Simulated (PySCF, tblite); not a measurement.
# C₅H₁₄BNSi: geometry, infrared bands and NMR shifts

Wanted: the infrared bands and NMR shifts of C₅H₁₄BNSi (`[SiH3]NB1CCCCC1`), by calculation.

The runs use tblite 0.8.0 and PySCF 2.14.0, with density-fitted response routines of our own; the level of theory stands in each step. All values are computed, except where a source is named. Atoms count from 0, in the outputs and in this text.

### Step 1. Starting geometry

22 atoms, charge 0, multiplicity 1; geometry from: force field or distance geometry start.

Bonds of the start (Å): Si0–N1 1.79, N1–B2 1.51, B2–C3 1.61, C3–C4 1.52, C4–C5 1.54, C5–C6 1.54, C6–C7 1.54, C7–B2 1.60, Si0–H8 1.47, Si0–H9 1.47, Si0–H10 1.48, N1–H11 1.05, C3–H12 1.12, C3–H13 1.11, C4–H14 1.12, C4–H15 1.11, C5–H16 1.11, C5–H17 1.11, C6–H18 1.12, C6–H19 1.11, C7–H20 1.12, C7–H21 1.10.

### Step 2. Geometry optimisation with GFN2-xTB

What the job is given:

```
{"job": {"kind": "relax", "xc": "GFN2-xTB", "basis": "xTB"}, "charge": 0, "multiplicity": 1}
Si     2.744500     0.203900     0.169600
N      1.819900    -0.863000     1.271000
B      0.346000    -0.752200     0.965600
C     -0.299800    -1.387300    -0.364200
C     -0.944900    -0.303600    -1.213600
C     -1.925000     0.575500    -0.417600
C     -1.203400     1.295200     0.742700
C     -0.571900     0.306100     1.743700
H      4.175600     0.117100     0.480300
H      2.513400    -0.211100    -1.218800
H      2.282900     1.594500     0.343500
H      2.111900    -1.852800     1.077600
H     -1.078100    -2.129200    -0.040100
H      0.486500    -1.927800    -0.940800
H     -0.154300     0.347200    -1.665500
H     -1.497900    -0.782400    -2.044600
H     -2.361900     1.341800    -1.088000
H     -2.749600    -0.055800    -0.017000
H     -1.938100     1.931200     1.293100
H     -0.410000     1.964200     0.345300
H     -1.385300    -0.245300     2.274300
H      0.028900     0.853300     2.490300
```

The run is started by

```console
> OMP_NUM_THREADS=1 python probes_run.py task.json out
```

The driver reads the jobs from task.json and runs them one after another.

**Question.** This job is followed by: GFN2-xTB harmonic vibrations, gas phase; GIAO PBE0/pcSseg-1 NMR shielding, non-relativistic, gas phase. What will the session give for the following? strongest single infrared mode (GFN2-xTB); zero-point energy (GFN2-xTB); ¹³C shifts against TMS (PBE0/pcSseg-1, means over atoms taken as alike); ¹H shifts against TMS (PBE0/pcSseg-1, means over atoms taken as alike); ²⁹Si shifts against TMS (PBE0/pcSseg-1); ¹⁵N shifts against NH3 (PBE0/pcSseg-1); ¹¹B shifts against BF3·OEt2 (PBE0/pcSseg-1); surface potential, 1st and 99th percentile.

The runs gave:

| quantity | value |
| --- | --- |
| strongest single infrared mode (GFN2-xTB) | 1383 cm⁻¹, 446 km/mol |
| zero-point energy (GFN2-xTB) | 115.1 kcal/mol |
| ¹³C shifts against TMS (PBE0/pcSseg-1, means over atoms taken as alike) | 32.3, 30.3, 22.5 ppm |
| ¹H shifts against TMS (PBE0/pcSseg-1, means over atoms taken as alike) | 4.79, 3.18, 1.64, 1.52, 0.90 ppm |
| ²⁹Si shifts against TMS (PBE0/pcSseg-1) | -62.5 ppm |
| ¹⁵N shifts against NH3 (PBE0/pcSseg-1) | 99.2 ppm |
| ¹¹B shifts against BF3·OEt2 (PBE0/pcSseg-1) | 48.9 ppm |
| surface potential, 1st and 99th percentile | -0.30 V and 1.52 V |

What this shows: The optimisation took 130 steps and gained 0.922 eV; among the close pairs (by a distance rule), N1–B2 changed most, from 1.509 to 1.402 Å. The lowest mode is imaginary (74i cm⁻¹), so the xTB geometry is not a minimum. The strongest single mode, at 1383 cm⁻¹, is spread over many atoms; the largest shares are those of B2, N1. Unscaled tight-binding wavenumbers are off by several per cent, some by more. Its intensities can rank the bands wrongly. At PBE0/pcSseg-1: The largest span, 132 ppm, is at N1, where the paramagnetic term is -153 ppm.
